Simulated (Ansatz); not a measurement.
# C3H9FGeO: up Jacob's ladder to CCSD(T)

An exercise on one series of results from a longer session: the logs are not shown, and one member is left open.

Method: functionals in def2-TZVPP, the program's frozen cores in correlated methods; program: Ansatz 0.2.0, Gaussian basis.

The runs, in order: LDA (SPW92), PBE-D4, revPBE-D4, BLYP-D4, r2SCAN-D4, B97M-V, PBE0-D4, B3LYP-D4, r2SCANh-D4, r2SCAN0-D4, HSE06-D4, BHLYP-D4, CAM-B3LYP-D4, LC-ωPBE, ωB97X-V, ωB97M-V, B2PLYP, PBE-QIDH; CCSD(T)/def2-SVP; CCSD(T)/def2-TZVPP; MP2/def2-QZVPP; extrapolation to the limit; RPA on PBE.

### Structure used throughout

An earlier PBE0-D4 in a triple-zeta def2 set relaxation fixed the geometry.

SMILES `CC(C)[O][GeH2][F]`, 15 atoms, charge 0, spin multiplicity 1.

Atoms are counted from 1 here; the program's logs count them from 0.

Bond lengths: C1–C2 1.516 Å, C1–H7 1.093 Å, C1–H8 1.093 Å, C1–H9 1.092 Å, C2–C3 1.513 Å, C2–O4 1.427 Å, C2–H10 1.102 Å, C3–H11 1.093 Å, C3–H12 1.092 Å, C3–H13 1.091 Å, O4–Ge5 1.754 Å, Ge5–F6 1.743 Å, Ge5–H14 1.527 Å, Ge5–H15 1.536 Å. Angles: C2–C1–H7 110.6°, C2–C1–H8 109.9°, C2–C1–H9 111.1°, H7–C1–H8 108.5°, H7–C1–H9 108.5°, H8–C1–H9 108.2°, C1–C2–C3 112.5°, C1–C2–O4 110.1°, C1–C2–H10 108.8°, C3–C2–O4 107.4°, C3–C2–H10 108.6°, O4–C2–H10 109.3°, C2–C3–H11 109.9°, C2–C3–H12 110.7°, C2–C3–H13 110.7°, H11–C3–H12 108.5°, H11–C3–H13 108.3°, H12–C3–H13 108.6° and more.

Set-up of the first run:

Contents of in.yaml:

```yaml
crystal:
  periodic: [false, false, false]
  atoms:
    - {symbol: C, position_ang: [-0.167377, -0.531962, 1.448328]}
    - {symbol: C, position_ang: [0.448677, -0.212070, 0.101061]}
    - {symbol: C, position_ang: [1.287502, -1.350249, -0.436630]}
    - {symbol: O, position_ang: [-0.575839, 0.052279, -0.857087]}
    - {symbol: Ge, position_ang: [-1.212197, 1.673114, -1.066516]}
    - {symbol: F, position_ang: [-2.166813, 2.078003, 0.334126]}
    - {symbol: H, position_ang: [0.610717, -0.741482, 2.186428]}
    - {symbol: H, position_ang: [-0.811153, -1.410900, 1.363715]}
    - {symbol: H, position_ang: [-0.773000, 0.301027, 1.810388]}
    - {symbol: H, position_ang: [1.089505, 0.678122, 0.205258]}
    - {symbol: H, position_ang: [0.666929, -2.239986, -0.568430]}
    - {symbol: H, position_ang: [2.097742, -1.591953, 0.255003]}
    - {symbol: H, position_ang: [1.721120, -1.087902, -1.403201]}
    - {symbol: H, position_ang: [-2.162422, 1.627325, -2.260796]}
    - {symbol: H, position_ang: [-0.075191, 2.705634, -1.082445]}
basis:
  gaussian: {orbitals: def2-TZVPP}
hamiltonian: {xc: lda}
output: {orbitals: {seedname: orbitals}}
```

On the command line:

```
ansatz run in.yaml --threads 2 --pin off --events-out ev --progress --plain --max-ram 20480MiB --backend cpu
```

Steps of the session up to this table: LDA; PBE-D4 (GGA); revPBE-D4 (GGA); BLYP-D4 (GGA); r2SCAN-D4 (meta-GGA); B97M-V (meta-GGA); B3LYP-D4 (hybrid); r2SCANh-D4 (hybrid); r2SCAN0-D4 (hybrid); HSE06-D4 (hybrid); BHLYP-D4 (hybrid); CAM-B3LYP-D4 (range-separated); LC-ωPBE (range-separated); ωB97X-V (range-separated); ωB97M-V (range-separated); B2PLYP (double hybrid); PBE-QIDH (double hybrid).

One table of the session follows, with a row left open; its other results are not shown here.

It belongs to the step «Frontier levels by functional». 

| functional | HOMO (eV) | LUMO (eV) | gap (eV) |
| --- | --- | --- | --- |
| LDA (SPW92) | -6.88 | -0.69 | 6.18 |
| PBE-D4 | -6.71 | -0.38 | 6.33 |
| revPBE-D4 | -6.64 | -0.24 | 6.40 |
| BLYP-D4 | -6.62 | -0.32 | 6.30 |
| r2SCAN-D4 | -7.03 | 0.01 | 7.04 |
| B97M-V | -7.20 | -0.19 | 7.01 |
| PBE0-D4 | ? | ? | ? |
| B3LYP-D4 | -8.02 | 0.23 | 8.25 |
| r2SCANh-D4 | -7.61 | 0.32 | 7.93 |
| r2SCAN0-D4 | -8.48 | 0.76 | 9.24 |
| HSE06-D4 | -7.85 | 0.14 | 7.99 |
| BHLYP-D4 | -9.75 | 1.35 | 11.10 |
| CAM-B3LYP-D4 | -9.71 | 1.47 | 11.18 |
| LC-ωPBE | -11.03 | 2.77 | 13.80 |
| ωB97X-V | -10.72 | 2.57 | 13.29 |
| ωB97M-V | -10.66 | 2.29 | 12.95 |

**Question.** Estimate the row for PBE0-D4.

The run gave: HOMO (eV): -8.25; LUMO (eV): 0.52; gap (eV): 8.77. In the column «HOMO (eV)» it lies between r2SCAN0-D4 (-8.48) and B3LYP-D4 (-8.02).
